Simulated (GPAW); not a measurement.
Crystal: TaTe.

```
Ta Te
1.0
     3.42009    0.00000    0.00000
     0.00000    3.42009    0.00000
     0.00000    0.00000    3.42009
Ta Te
1 1
Direct
  0.50000 0.50000 0.50000
  0.00000 0.00000 0.00000
```

The cell was built by a generator and needn't be a form met in nature.

Base run:

```yaml
Program: GPAW 26.7.0
Functional: PBEsol
Potentials_or_basis: PAW data sets generated in the run's folder for this functional
Cutoff: 600 eV
Basis: pw
k_mesh: 8 × 8 × 8
Occupations: fermi-dirac, width 0.05 eV
Spin: no spin polarisation
Hubbard_terms: Ta d U = 4 eV
```

Its results: band gap on the k mesh none (metal or under the smearing width); pressure 0.8 GPa.

Problem. The run is repeated on the same cell with these changes: hubbard terms from Ta d U = 4 eV to Ta d U = 1 eV. What comes out?

Solution. Band gap on the k mesh none (metal or under the smearing width); pressure -4.7 GPa.

Caveats: U without spin polarisation on a metal has little footing; the U is typed as a test and isn't derived for this compound.
